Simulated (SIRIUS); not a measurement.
NbTe:

```
CELL_PARAMETERS angstrom
3.42570 0.00000 0.00000
0.00000 3.42570 0.00000
0.00000 0.00000 3.42570
ATOMIC_POSITIONS crystal
Nb 0.50000 0.50000 0.50000
Te 0.00000 0.00000 0.00000
```

The cell was built by a generator and needn't be a form met in nature.

```yaml
Program: SIRIUS 7.12.0
Task: single point
Functional: PBE
Potentials_or_basis: all-electron FP-LAPW
Cutoff: 163 eV
Basis: apw+lo standard
k_mesh: 8 × 8 × 8
Occupations: fermi-dirac, width 0.05 eV
Spin: no spin polarisation
```

On this cell: largest force zero by symmetry; band gap on the k mesh none (metal or under the smearing width).

The same run follows on a disturbed copy (atoms moved at random):

```
Nb Te
1.0
     3.42570    0.00000    0.00000
     0.00000    3.42570    0.00000
     0.00000    0.00000    3.42570
Nb Te
1 1
Direct
  0.49310 0.50006 0.49491
  0.00901 0.99416 0.00821
```

Task: What changes?

Result: The energy (extrapolated to zero smearing) moves by +5.1 meV/atom; largest force 0.286 eV/Å; band gap on the k mesh none (metal or under the smearing width).

Forces in eV/Å, atoms in the order of the input:
```
Nb   0.211 -0.078  0.177
Te  -0.210  0.078 -0.175
```
